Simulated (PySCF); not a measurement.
# WH₄: relaxation and vibrations of the triplet

The task is one start of a wider search on WH₄: the triplet, from a tetrahedral start. It is relaxed, tested by its Hessian and followed downhill if it is a saddle.

Method: PBE0, basis W x2c-TZVPall, H x2c-TZVPall, spin-free X2C, no spin–orbit coupling, density fitting; program: PySCF 2.14.0.

### Step 1. The system as given

5 atoms, charge 0, spin multiplicity 3.

Bond lengths: W1–H2 1.690 Å, W1–H3 1.690 Å, W1–H4 1.690 Å, W1–H5 1.690 Å. Angles: H2–W1–H3 109.5°, H2–W1–H4 109.5°, H2–W1–H5 109.5°, H3–W1–H4 109.5°, H3–W1–H5 109.5°, H4–W1–H5 109.5°.

```xyz
5
charge 0 multiplicity 3
W     0.0000    0.0000    0.0000
H     1.3799   -0.0001    0.9757
H    -1.3799    0.0000    0.9757
H     0.0000    1.3799   -0.9757
H     0.0000   -1.3799   -0.9758
```

### Step 2. Relaxing the triplet from the tetrahedral start

The steps below are one call of a driver around PySCF. For each, scf.py gives the equivalent set-up of the SCF; relaxations use the driver's own optimiser. Before each start the driver seeks the lowest SCF state from one or more starting densities and follows internal instabilities, so scf.py alone need not reach the same state.

The program finds Td symmetry in the start, which this walk keeps. Threshold on the gradient: 0.0003 Eh/bohr, with a further test on the energy change.

scf.py

```python
from pyscf import gto, scf, dft
mol = gto.M(atom='''
W      0.000000    -0.000000    -0.000000
H      1.379902    -0.000065     0.975738
H     -1.379902    -0.000000     0.975738
H      0.000033     1.379935    -0.975692
H     -0.000033    -1.379870    -0.975784''',
    basis={'W': 'x2c-TZVPall', 'H': 'x2c-TZVPall'},
    nucmod='G',
    charge=0, spin=2)
mf = dft.UKS(mol, xc='PBE0')
mf.grids.atom_grid = (50, 194)
aux = {'W': 'AutoAux', 'H': 'AutoAux'}  # AutoAux: made from the orbital basis
mf = mf.density_fit(auxbasis=aux).sfx2c1e()
mf.kernel()
```

Further steps of the session: Hessian and properties.

**Question.** What will these runs give? Wanted: minimum; geometry; wavenumbers; dipole moment; highest occupied, lowest empty level; polar-tensor charge of W1; zero-point energy; ⟨S²⟩.

**Answer**, as computed:

```
                                          quantity                                    value
                                           minimum                              triplet, Td
                                          geometry      W–H 1.697 Å (×4); H–W–H 109.5° (×6)
                                wavenumbers (cm⁻¹)  584 (t2), 681 (e), 2004 (t2), 2043 (a1)
                                     dipole moment                                   0.00 D
highest occupied, lowest empty level (either spin)                          -6.74, -2.15 eV
                         polar-tensor charge of W1                                  +1.08 e
                                 zero-point energy                              66.8 kJ/mol
                               entropy at 298.15 K                          245.5 J/(mol K)
                                              ⟨S²⟩                                    2.020
```

In words: The tetrahedral start keeps its Td symmetry and ends in a minimum. In the infrared the band at 2004 cm⁻¹ (t2, stretch) leads. The dipole vanishes although W1 carries +1.1 e by the polar tensor: the bond dipoles cancel. Most of the spin sits on W1 (Mulliken spin 2.37, against 2 for the whole molecule). Other starts or spin states, not run here, may lie lower. One determinant may miss the lowest occupation of an open d or f shell. Spin–orbit coupling, left out here, can matter for elements this heavy.
